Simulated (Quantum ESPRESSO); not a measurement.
## SiO: zone-centre phonons under several settings

```
Si O
1.0
     0.00000    2.43364    2.43364
     2.43364    0.00000    2.43364
     2.43364    2.43364    0.00000
Si O
1 1
Direct
  0.75000 0.75000 0.75000
  0.00000 0.00000 0.00000
```

The cell was built by a generator and needn't be a form met in nature.

All runs used Quantum ESPRESSO 7.5; k mesh 4 × 4 × 4, shifted; relaxed cell; no spin polarisation; cutoff 612 eV; occupations smeared at first, fixed for the response.

```tsv
level	potentials	volume (Å³/atom)	pressure (GPa)	lowest optical mode without the field (cm⁻¹)	sum of the Born charges (e)
LDA	GBRV 1.5 LDA	?	0.0	?	?
PBE	GBRV 1.5 PBE	14.49	-0.1	252i	0.03
PBEsol	GBRV 1.5 PBEsol	13.27	0.0	220i	0.10
```

Task: What stands in the row left open?

Result: Volume 12.92 Å³/atom; lowest optical mode without the field 229i cm⁻¹; sum of the Born charges 0.13 e.

Values marked i are imaginary: the cell is unstable against those modes at that level, or the meshes are too thin.

Caveats: all runs use coarse meshes; some modes are imaginary.

For the row left open. Caveat: the k mesh is coarse (spacing up to 0.56 Å⁻¹), so the values aren't converged; the mesh is thin for the dielectric tensor, Born charges and intensities, which usually come out too large; some modes are imaginary; the Born charges break their sum rule by 0.13 e, a sign of too thin a mesh.
